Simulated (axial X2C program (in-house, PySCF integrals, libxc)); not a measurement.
**A two-component session on BrSi⁺: properties at the nuclei**

Wanted for BrSi⁺: properties at the nuclei, at the two-component level.

The runs use an in-house X2C program for linear molecules on PySCF integrals; two-component X2C with atomic mean-field terms, Br dyall-cv3z, Si dyall-v3z.

All values are calculated.

## Step 1: Set-up

Contents of task.json:

```json
{
 "zs": [
  35,
  14
 ],
 "q": 1,
 "bas": [
  "dyall-cv3z",
  "dyall-v3z"
 ],
 "r0": 2.3,
 "levels": [
  "PBE0",
  "HF",
  "LDA",
  "PBE",
  "TPSSh"
 ],
 "nst": 3
}
```

Keys: zs atomic numbers; q charge; bas basis sets; r0 starting distance in Å; levels methods (HF also brings MP2); nst determinants followed.

Launch:

```bash
python soeom.py task.json out
```

The runs that follow: Expectation values, lowest determinant.

**Question.** What will these runs give? Wanted: lowest determinant; qzz Br; qzz Si.

As calculated:

| quantity | value |
| --- | --- |
| lowest determinant | Ω = 0 (closed shell) |
| qzz Br (a.u.), PBE0 | 1.63 |
| qzz Si (a.u.), PBE0 | -1.64 |

What this shows: The expectation values come from single determinants, which for open shells can mix terms of unlike spin or miss the lowest Ω, so a determinant need not be a state. qzz is the electric field gradient, eQq0 = 234.96 MHz × Q/barn × qzz. The operators were transformed with the bare-nucleus X2C matrices.
